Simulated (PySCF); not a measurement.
# Cl6Cr2 (Cr2(Cl)6): the cost of one run

Programs: PySCF 2.14.0, with routines of our own; each step states its level. All values are computed. Atoms count from 0.

### Step 1. The starting structure

8 atoms, charge 0, high-spin multiplicity 7; geometry from: GFN2-xTB.

The system (coupled pair): Cr2(Cl)6. The spin sites are atom 0 (3 unpaired) and atom 4 (3 unpaired).

### Step 2. Geometry optimisation at PBE-D3(BJ)/def2-SVP, multiplicity 7

The job: settings as JSON, then the geometry in Å.

```
{"job": {"kind": "geom", "xc": "PBE", "basis": {"default": "def2-SVP", "H": "def2-SV(P)"}, "d3": "d3bj", "grid": 1, "mult": 7, "maxiter": 35}, "charge": 0, "multiplicity": 7, "spin_sites": [[[0], 3], [[4], 3]]}
Cr     0.437270     1.767800     0.115550
Cl     0.913920     3.106780    -1.427970
Cl     0.580180     2.990340     1.814740
Cl    -0.727010     0.098360     1.248650
Cr    -0.434350    -1.768180    -0.112380
Cl    -2.096660    -2.765800     0.689160
Cl     0.571190    -3.323700    -1.096770
Cl     0.755450    -0.105600    -1.230980
```

On the command line:

```sh
> OMP_NUM_THREADS=1 python exch_run.py task.json out
```

One launch serves the whole session: the jobs run in the order shown.

Q: Estimate the wall time and peak memory of this first job on 1 thread of Arm Neoverse V2, shared host.

About 8.3 min, with a peak of 0.58 GiB.
